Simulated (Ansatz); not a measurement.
CrN2, 6 atoms in the cell. Symmetry: Pnnm, No. 58, orthorhombic system. The conventional cell has a = 3.902 Å, b = 4.810 Å, c = 2.784 Å, α = 90.00°, β = 90.00°, γ = 90.00°. Cr (site symmetry 2/m) is surrounded by 6 N at 2.04 to 2.05 Å. N (site symmetry m) has 1 N at 1.35 Å as nearest neighbours. The cell comes from a database or a generator and needn't be the stable form of this composition.

| Item | Value |
| --- | --- |
| Program | Ansatz 0.2.0 |
| Task | band structure |
| Functional | r2SCAN |
| Potentials or basis | Ansatz PAW |
| Cutoff | 500 eV (not typed: the program's choice for these potentials) |
| k mesh | 7 × 6 × 10 |
| Occupations | fermi-dirac, width 0.05 eV |
| Spin | collinear spin, ferromagnetic start |
| Starting moments | [3.0, 3.0, 0.0, 0.0, 0.0, 0.0] μB |
| Path | [["G", "X", "S", "Y", "G", "Z", "U", "R", "T", "Z"], ["Y", "T"], ["U", "X"], ["S", "R"]] |
| Points for each segment of the path | 14 |

Potentials or basis: Ansatz PAW.

Run with:

```bash
$ ansatz run input.yaml --threads 2 --pin off --max-ram 5632MiB --backend cpu --events-out ev --progress --plain --runs-dir out
```

Hardware: 2 threads of AMD EPYC 9R45 96-Core Processor (Zen 5), on a shared host.

**Question.** Estimate the wall time of this run.

**Answer.** It took 21 s on 2 threads of AMD EPYC 9R45 96-Core Processor (Zen 5), on a shared host, peak memory 0.81 GiB. Counts: scf iterations 18, plane waves 1321, k points 96, bands 39.
